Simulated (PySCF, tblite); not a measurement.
# C4H9BSi2: geometry, infrared bands and NMR shifts

What infrared bands and NMR shifts should C4H9BSi2 (`C#C[SiH2][SiH2]BC=C`) show?

Computed with tblite 0.8.0 and PySCF 2.14.0, with density-fitted response routines of our own, on a single molecule in the gas phase. Atoms count from 0, in the outputs and in this text.

### 1 The molecule as given

16 atoms, charge 0, multiplicity 1; geometry from: force field or distance geometry start.

Bonds of the start (Å): C0–C1 1.21, C1–Si2 1.81, Si2–Si3 2.24, Si3–B4 1.93, B4–C5 1.56, C5–C6 1.33, C0–H7 1.07, Si2–H8 1.47, Si2–H9 1.46, Si3–H10 1.47, Si3–H11 1.48, B4–H12 1.18, C5–H13 1.09, C6–H14 1.08, C6–H15 1.10.

### 2 Relaxing the molecule with GFN2-xTB

What the job is given:

```
{"job": {"kind": "relax", "xc": "GFN2-xTB", "basis": "xTB"}, "charge": 0, "multiplicity": 1}
C      1.225400     0.305700     2.769000
C      1.619400     0.027400     1.662700
Si     2.242600    -0.410800     0.020900
Si     0.577600    -1.317400    -1.176100
B     -0.874700    -0.051400    -1.336800
C     -1.636300     0.463400    -0.074500
C     -2.624600     1.352500    -0.168400
H      0.864200     0.564200     3.737600
H      2.708400     0.805400    -0.661300
H      3.336700    -1.367900     0.141200
H      1.075400    -1.684700    -2.504600
H      0.087700    -2.533900    -0.480100
H     -1.192200     0.325100    -2.410700
H     -1.335300     0.088300     0.901200
H     -2.946400     1.753800    -1.123300
H     -3.135700     1.689100     0.745000
```

The run is started by

```sh
OMP_NUM_THREADS=1 python probes_run.py task.json out
```

The driver reads the jobs from task.json and runs them one after another.

**Question.** This job is followed by: GFN2-xTB harmonic vibrations, gas phase; GIAO PBE0/pcSseg-1 NMR shielding, non-relativistic, gas phase. What will the session give for the following? strongest single infrared mode (GFN2-xTB); zero-point energy (GFN2-xTB); ¹³C shifts against TMS (PBE0/pcSseg-1); ¹H shifts against TMS (PBE0/pcSseg-1, means over atoms taken as alike); ²⁹Si shifts against TMS (PBE0/pcSseg-1); ¹¹B shifts against BF3·OEt2 (PBE0/pcSseg-1); surface potential, 1st and 99th percentile.

**Answer**, as computed:

```
                                                              quantity                                         value
                             strongest single infrared mode (GFN2-xTB)                         2175 cm⁻¹, 550 km/mol
                                          zero-point energy (GFN2-xTB)                                 65.3 kcal/mol
                                ¹³C shifts against TMS (PBE0/pcSseg-1)                 158.7, 150.2, 106.6, 86.6 ppm
¹H shifts against TMS (PBE0/pcSseg-1, means over atoms taken as alike)  9.04, 8.12, 6.76, 6.32, 4.40, 3.65, 2.00 ppm
                               ²⁹Si shifts against TMS (PBE0/pcSseg-1)                             -99.5, -117.5 ppm
                           ¹¹B shifts against BF3·OEt2 (PBE0/pcSseg-1)                                      93.1 ppm
                                 surface potential, 1st and 99th percentile                            -0.86 V and 1.36 V
```

In words: Relaxing lowered the energy by 0.232 eV in 113 steps; the close pair that moved most is Si2–Si3, from 2.242 to 2.338 Å. All 42 modes are real, so the xTB geometry is a minimum. The strongest single mode, at 2175 cm⁻¹, moves mainly H8. GFN2-xTB is a fitted tight-binding method: band positions and strengths are rough. Its intensities can rank the bands wrongly. C5 (alkene CH) lies farthest downfield among carbon, at 158.7 ppm; an sp2 carbon of a C=C bond. By nearest atom (PBE0/pcSseg-1), the HOMO sits on C0 17 %; Si3 17 % and the LUMO on B4 43 %; C6 17 %.
